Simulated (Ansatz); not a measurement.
# B2Pt2Cl: what a guessed cell relaxes into

The task: take a trial cell of B2Pt2Cl to zero force and stress.

Computed with Ansatz 0.2.0 (DFT PBE, scalar-relativistic, plane waves, PAW, unless a step's input says otherwise).

## (1) Starting point

The structure is tetragonal, space group P4mm (No. 99). Conventional cell: a = 3.302 Å, b = 3.302 Å, c = 7.570 Å, α = 90.00°, β = 90.00°, γ = 90.00°. B (site symmetry 2mm) has 1 Pt at 1.81 Å as nearest neighbours. Pt (site symmetry 2mm) is surrounded by 2 Cl at 1.71 Å and 1 B at 1.81 Å. Around Cl (site symmetry 4mm) lie 4 Pt at 1.71 Å.

Structure file:

```cif
data_structure
_symmetry_space_group_name_H-M 'P 1'
_symmetry_Int_Tables_number 1
_cell_length_a 3.3020
_cell_length_b 3.3020
_cell_length_c 7.5698
_cell_angle_alpha 90.000
_cell_angle_beta 90.000
_cell_angle_gamma 90.000
_cell_volume 82.54
loop_
_atom_site_label
_atom_site_type_symbol
_atom_site_fract_x
_atom_site_fract_y
_atom_site_fract_z
_atom_site_occupancy
B1 B 0.50000 0.00000 0.37908 1
B2 B 0.00000 0.50000 0.37908 1
Pt1 Pt 0.50000 0.00000 0.61855 1
Pt2 Pt 0.00000 0.50000 0.61855 1
Cl1 Cl 0.00000 0.00000 0.67815 1
```

A structure generator made this guess: random cell by space group and Wyckoff sites (P4mm, No. 99). The dimensions are guesses.

## (2) A first look at the guess

Contents of input.yaml:

```yaml
crystal:
  lattice:
    - [3.30204196, 0.0, 0.0]
    - [0.0, 3.30204196, 0.0]
    - [0.0, 0.0, 7.56977144]
  atoms:
    - { symbol: B, position: [0.5, 0.0, 0.37907505] }
    - { symbol: B, position: [0.0, 0.5, 0.37907505] }
    - { symbol: Pt, position: [0.5, 0.0, 0.61855009] }
    - { symbol: Pt, position: [0.0, 0.5, 0.61855009] }
    - { symbol: Cl, position: [0.0, 0.0, 0.6781538] }
basis:
  ecutwfc: 420
kpoints:
  mp_grid: { grid: [6, 6, 2] }
hamiltonian:
  xc: pbe
scf:
  occupations: { method: gaussian, width: 0.1 }
  lower_state_search: "off"
output:
  forces: true
  stress: true
  eigenvalues: true
```

Run with:

```console
ansatz run input.yaml --threads 1 --pin off --max-ram 2560MiB --backend cpu --events-out ev --progress --plain --runs-dir out
```

The session goes on with these runs: spin check on a coarse mesh; coarse relaxation; another rough relaxation; relaxation on the finer mesh.

**Question.** What will these runs give? Wanted: conventional cell; volume; energy over the elements; gap on the mesh.

As calculated:

| quantity | value |
| --- | --- |
| symmetry at the end (tolerance 0.05 Å) | space group P4mm (No. 99) |
| conventional cell | a = 3.752 Å, b = 3.752 Å, c = 7.380 Å, α = 90.00°, β = 90.00°, γ = 90.00° |
| volume | 20.78 Å³/atom |
| energy over the elements (uncorrected; H, N, O, F and Cl as molecules) | +1.05 eV/atom |
| gap on the mesh | none (metal) |

What this shows: The space group P4mm (No. 99) is kept, and the volume per atom grows by 25.9 % from the first guess. The formation energy is positive, so the separate elements lie lower. No finished test with a distortion of lower symmetry is shown, so the end may be a saddle point. The runs treat Pt without spin-orbit coupling. A spin-polarised run here lost its starting moments, which speaks against magnetism, though one start doesn't rule it out. Layers here are held mostly by dispersion, which this level lacks, so their spacing and the stiffness across them are unreliable there. Where forces pass 15 eV/Å atoms stand far too close, the PAW spheres overlap strongly and those numbers are rough. Other magnetic orders were not searched.
